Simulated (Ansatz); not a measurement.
# C₂H₄OSTe: a ladder of functionals and wavefunction methods

The task here is to estimate one member of a computed series from the others.

Method: functionals in def2-TZVPP, the program's frozen cores in correlated methods; program: Ansatz 0.2.0, Gaussian basis.

Plan: PBE-D4, r2SCAN-D4, PBE0-D4, B3LYP-D4, ωB97X-V, ωB97M-V, B2PLYP; CCSD(T)/def2-TZVPP; MP2/def2-QZVPP; extrapolation to the limit.

## The relaxed structure

All runs share one geometry, relaxed beforehand with PBE0-D4 in a triple-zeta def2 set. Te takes the def2 core potential; no spin-orbit term is included.

SMILES `O/C([TeH])=C\S`, 9 atoms, charge 0, spin multiplicity 1.

Atoms are counted from 1 here; the program's logs count them from 0.

Bond lengths: O1–C2 1.360 Å, O1–H6 0.962 Å, C2–Te3 2.102 Å, C2–C4 1.334 Å, Te3–H7 1.664 Å, C4–S5 1.744 Å, C4–H8 1.080 Å, S5–H9 1.342 Å. Angles: C2–O1–H6 109.2°, O1–C2–Te3 118.5°, O1–C2–C4 120.7°, Te3–C2–C4 120.7°, C2–Te3–H7 94.3°, C2–C4–S5 125.6°, C2–C4–H8 120.1°, S5–C4–H8 114.3°, C4–S5–H9 96.2°.

Set-up of the first run:

in.yaml reads:

```yaml
crystal:
  periodic: [false, false, false]
  atoms:
    - {symbol: O, position_ang: [-0.592760, 0.802386, 0.913689]}
    - {symbol: C, position_ang: [0.251840, 0.061923, 0.146310]}
    - {symbol: Te, position_ang: [2.296061, 0.549888, 0.145226]}
    - {symbol: C, position_ang: [-0.198530, -0.984754, -0.547148]}
    - {symbol: S, position_ang: [-1.840627, -1.572559, -0.546375]}
    - {symbol: H, position_ang: [-0.077141, 1.380071, 1.483782]}
    - {symbol: H, position_ang: [2.092720, 1.932411, -0.758762]}
    - {symbol: H, position_ang: [0.471522, -1.538602, -1.188311]}
    - {symbol: H, position_ang: [-2.314385, -0.677065, 0.334388]}
basis:
  gaussian: {orbitals: def2-TZVPP}
hamiltonian: {xc: pbe, dispersion: d4}
output: {forces: true, orbitals: {seedname: orbitals}}
```

Run with:

```
$ ansatz run in.yaml --threads 4 --pin off --events-out ev --progress --plain --max-ram 10444MiB
```

Steps of the session up to this table: PBE-D4 (GGA); r2SCAN-D4 (meta-GGA); PBE0-D4 (hybrid); B3LYP-D4 (hybrid); ωB97X-V (range-separated); ωB97M-V (range-separated); B2PLYP (double hybrid); CCSD(T) in def2-TZVPP; MP2 in def2-QZVPP.

One of the session's tables, all rows but one given; the rest of the session is left out.

```
            method  atomisation energy (kJ/mol)
            PBE-D4                       3266.4
         r2SCAN-D4                       3153.7
           PBE0-D4                       3160.5
          B3LYP-D4                       3130.5
           ωB97X-V                       3140.4
           ωB97M-V                       3138.2
            B2PLYP                       3087.5
     HF/def2-TZVPP                            ?
    MP2/def2-TZVPP                       3117.1
   CCSD/def2-TZVPP                       2957.1
CCSD(T)/def2-TZVPP                       3036.4
           MP2/CBS                       3229.6
       CCSD(T)/CBS                       3149.0
```

Q: Estimate the row for HF/def2-TZVPP from the others.

**Answer.** atomisation energy (kJ/mol): 2050.5. In the column «atomisation energy (kJ/mol)» it is the lowest.

Limits of these values: Free atoms (1 O, 2 C, 1 Te, 1 S, 4 H) were run apart at each level; the atomisation energy is their sum less the molecule, without zero-point or spin-orbit terms.
